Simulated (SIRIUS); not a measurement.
Runs of SIRIUS 7.10.0 on In3As. The structure is cubic, space group Pm-3m (No. 221). The conventional cell has a = 4.672 Å, b = 4.672 Å, c = 4.672 Å, α = 90.00°, β = 90.00°, γ = 90.00°. In (site symmetry 4/mmm) is surrounded by 8 In at 3.30 Å and 4 As at 3.30 Å. As (site symmetry m-3m) is surrounded by 12 In at 3.30 Å. The cell comes from a database or a generator and needn't be the stable form of this composition.

```csv
level,gap on the mesh (eV),pressure (GPa)
LDA,none,-3.8
PBEsol,none,(a)
PW91,none,0.6
xPBE,none,1.4
LDA-VWN,none,-3.8
```

Alike in all rows: task single point; potentials or basis PseudoDojo 0.4.1 PBE standard (scalar relativistic); no spin polarisation; cell as given; k mesh 3 × 3 × 3; cutoff (eV) 1152; smearing fermi-dirac 0.05 eV; the mesh is coarse, so values aren't converged.

Question: Fill in the values left out.

Answer: (a) -2.4.

Caveats: all runs use coarse meshes; the potentials were made for another functional, which shifts forces and pressure.

A k mesh can miss the band edges, and the runs leave out spin-orbit coupling on As, In.

A gap of «none» marks a metal or a gap under the smearing width.

Runs at the PBE level aren't shown here.
